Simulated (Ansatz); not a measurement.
**C₃H₂F₄O: how energies converge with the basis set**

How large a basis does C₃H₂F₄O need? Two functionals are run in growing sets.

Method: one geometry, several basis sets; program: Ansatz 0.2.0, Gaussian basis.

The runs, in order: PBE0-D4/def2-SVP; ωB97M-V/def2-SVP; PBE0-D4/def2-QZVPP; ωB97M-V/def2-QZVPP; the functionals' def2-TZVPP values are taken from earlier runs.

## 1. The relaxed structure

The geometry comes from an earlier relaxation with PBE0-D4 in a triple-zeta def2 set; it is a stationary point, not always the lowest conformer.

SMILES `FC(F)C1OC1(F)F`, 10 atoms, charge 0, spin multiplicity 1.

Atoms are counted from 1 here; the program's logs count them from 0.

Bond lengths: F1–C2 1.352 Å, C2–F3 1.353 Å, C2–C4 1.500 Å, C2–H9 1.093 Å, C4–O5 1.460 Å, C4–C6 1.446 Å, C4–H10 1.087 Å, O5–C6 1.352 Å, C6–F7 1.330 Å, C6–F8 1.325 Å. Angles: F1–C2–F3 107.8°, F1–C2–C4 109.4°, F1–C2–H9 108.7°, F3–C2–C4 108.4°, F3–C2–H9 109.4°, C4–C2–H9 113.0°, C2–C4–O5 115.1°, C2–C4–C6 121.3°, C2–C4–H10 115.6°, O5–C4–C6 55.4°, O5–C4–H10 114.7°, C6–C4–H10 119.7°, C4–O5–C6 61.7°, C4–C6–O5 62.8°, C4–C6–F7 122.4°, C4–C6–F8 122.1°, O5–C6–F7 116.7°, O5–C6–F8 117.0° and more.

## 2. PBE0-D4 in def2-SVP

in.yaml reads:

```yaml
crystal:
  periodic: [false, false, false]
  atoms:
    - {symbol: F, position_ang: [-1.621314, -1.623906, 0.217291]}
    - {symbol: C, position_ang: [-0.348992, -1.169986, 0.262209]}
    - {symbol: F, position_ang: [0.195318, -1.576894, 1.432063]}
    - {symbol: C, position_ang: [-0.353787, 0.329840, 0.239425]}
    - {symbol: O, position_ang: [-0.501558, 0.929316, -1.083460]}
    - {symbol: C, position_ang: [0.680275, 1.074058, -0.443841]}
    - {symbol: F, position_ang: [1.735562, 0.482876, -0.996529]}
    - {symbol: F, position_ang: [1.021365, 2.301601, -0.079007]}
    - {symbol: H, position_ang: [0.209635, -1.608083, -0.568949]}
    - {symbol: H, position_ang: [-0.933402, 0.809979, 1.023698]}
basis:
  gaussian: {orbitals: def2-SVP}
hamiltonian: {xc: pbe0, dispersion: d4}
output: {orbitals: {seedname: orbitals}}
```

On the command line:

```
$ ansatz run in.yaml --threads 4 --pin off --events-out ev --progress --plain --max-ram 11315MiB
```

Further steps of the session: ωB97M-V in def2-SVP; PBE0-D4 in def2-QZVPP; ωB97M-V in def2-QZVPP.

Q: Predict the results of all the runs planned. Wanted: PBE0-D4: double and triple zeta above quadruple; ωB97M-V: double and triple zeta above quadruple.

**Answer**, as computed:

| quantity | value |
| --- | --- |
| PBE0-D4: double and triple zeta above quadruple | 19.95, 0.81 eV |
| ωB97M-V: double and triple zeta above quadruple | 20.32, 0.76 eV |

For PBE0-D4 the step from double to triple zeta gains 19.13 eV and the next only 0.81 eV. Total energies overstate the basis error of differences, where much of it tends to cancel. The LUMO of ωB97M-V is positive and keeps falling with the basis (3.32 to 2.19 eV): an unbound level that the basis holds in place.
